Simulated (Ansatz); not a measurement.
# HCl4: the cost of one run

Program: Ansatz 0.2.0. Level of theory: DFT PBE+D3(BJ), scalar-relativistic, plane waves, PAW. These are calculated values, not measurements.

### 1 The starting structure

Symmetry: F-43m, No. 216, cubic system. Conventional cell: a = 7.867 Å, b = 7.867 Å, c = 7.867 Å, α = 90.00°, β = 90.00°, γ = 90.00°. Around H (site symmetry -43m) lie 4 Cl at 1.19 Å. Cl (site symmetry 3m) has 1 H at 1.19 Å in its first shell of neighbours.

Coordinates:

```
CELL_PARAMETERS angstrom
0.00000 3.93350 3.93350
3.93350 0.00000 3.93350
3.93350 3.93350 0.00000
ATOMIC_POSITIONS crystal
H 0.00000 0.00000 0.00000
Cl 0.08724 0.08724 0.08724
Cl 0.08724 0.08724 0.73829
Cl 0.08724 0.73829 0.08724
Cl 0.73829 0.08724 0.08724
```

A structure generator made this guess: random cell by space group and Wyckoff sites (F-43m, No. 216). Lengths come from tabulated atomic sizes and are only a guess.

### 2 The guess as it stands, on a coarse mesh

The input, input.yaml:

```yaml
crystal:
  lattice:
    - [0.0, 3.93350388, 3.93350388]
    - [3.93350388, 0.0, 3.93350388]
    - [3.93350388, 3.93350388, 0.0]
  atoms:
    - { symbol: H, position: [0.0, 0.0, 0.0] }
    - { symbol: Cl, position: [0.08723742, 0.08723742, 0.08723742] }
    - { symbol: Cl, position: [0.08723742, 0.08723742, 0.73828774] }
    - { symbol: Cl, position: [0.08723742, 0.73828774, 0.08723742] }
    - { symbol: Cl, position: [0.73828774, 0.08723742, 0.08723742] }
basis:
  ecutwfc: 420
kpoints:
  mp_grid: { grid: [4, 4, 4] }
hamiltonian:
  xc: pbe
  dispersion: d3bj
scf:
  occupations: { method: gaussian, width: 0.1 }
  lower_state_search: "off"
output:
  forces: true
  stress: true
  eigenvalues: true
```

The run is started by

```
ansatz run input.yaml --threads 1 --pin off --max-ram 2560MiB --backend cpu --events-out ev --progress --plain --runs-dir out
```

**Question.** How long does this run take on 1 thread of Intel Xeon at 2.50GHz (Skylake/Cascade Lake), shared host, and how much memory does it need?

About 4.7 s, with a peak of 0.33 GiB.
